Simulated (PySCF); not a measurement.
# The bond of K₂, level by level

Aim: find the lowest electronic state of K₂, scan its bond at several levels of theory, and get bond length, wavenumber and dissociation energy from each curve.

Method: K def2-TZVPP, no relativity; program: PySCF 2.14.0.

## Step 1: Set-up

Settings of the job:

| Property | Result |
| --- | --- |
| atoms | K, K |
| charge | 0 |
| basis | K def2-TZVPP |
| Hamiltonian | no relativity |
| basis functions | 66 |
| electrons treated | 38 |
| masses in u | 38.9637, 38.9637 |
| levels | PBE0, PBE, r²SCAN, revPBE, B97-3, M06, M06-L, ωB97X, HF, MP2, SCS-MP2, CCSD, CCSD(T) |
| grid | 80 radial by 434 angular points |
| occupations | held fixed by the projection of orbital angular momentum |
| dissociation limit | K + K, each in its ground configuration |
| starting distance in angstrom | 3.890 |
| values of 2S to try | 0, 2 |

After this run come: The PBE0 curve of the state that the search chose; Excited determinants; PBE; r²SCAN; revPBE; B97-3 (global hybrid GGA); M06; M06-L (meta-GGA); ωB97X (range-separated hybrid); RHF (mean field); MP2 and coupled cluster.

**Question.** What will these runs give? Wanted: for each run, Re; ωe; De.

The runs gave:

Lowest PBE0 solution found, without spin–orbit coupling: ¹Σg⁺ (singlet), closed shell. State 2 has its PBE0 minimum 0.47 eV higher. State 3 has its PBE0 minimum 1.24 eV higher. The other levels ran on the lowest alone.

```
      level  Re (Å)  ωe (cm⁻¹)  De (eV)
        RHF   4.195       86.1   -0.121
    RHF-MP2   3.940       93.2    0.355
RHF-SCS-MP2   3.984       91.5    0.419
   RHF-CCSD   4.008       89.6    0.454
RHF-CCSD(T)   4.008       87.4     0.51
        PBE   4.001       88.4     0.58
     revPBE   4.089       85.3     0.54
     r²SCAN   4.078       88.6    0.379
      M06-L   3.921       96.1      n/a
       PBE0   4.011       91.1     0.50
      B97-3   3.973       91.6     0.75
        M06   3.899       98.8     0.70
      ωB97X   3.943       97.8     0.77
```

De is counted to K + K in their ground configurations.

Differences from CCSD(T) in the same basis:

```
      level  Re (mÅ)  ωe (%)
        RHF     +187    -1.5
    RHF-MP2      -68    +6.6
RHF-SCS-MP2      -25    +4.6
   RHF-CCSD        0    +2.4
        PBE       -7    +1.1
     revPBE      +80    -2.5
     r²SCAN      +70    +1.3
      M06-L      -87    +9.9
       PBE0       +2    +4.2
      B97-3      -35    +4.7
        M06     -109   +12.9
      ωB97X      -66   +11.8
```

**Reading.** Judged by CCSD(T) in the same basis: best bond length RHF-CCSD (0 mÅ), worst RHF (+187 mÅ); best wavenumber PBE (+1.1 %), worst M06 (+12.9 %). Of the levels with a De here, RHF gives the least (-0.121 eV) and ωB97X the most (0.77 eV).

Correlated steps freeze 10 core orbitals. A negative De means that the minimum lies above the separated atoms at that level.
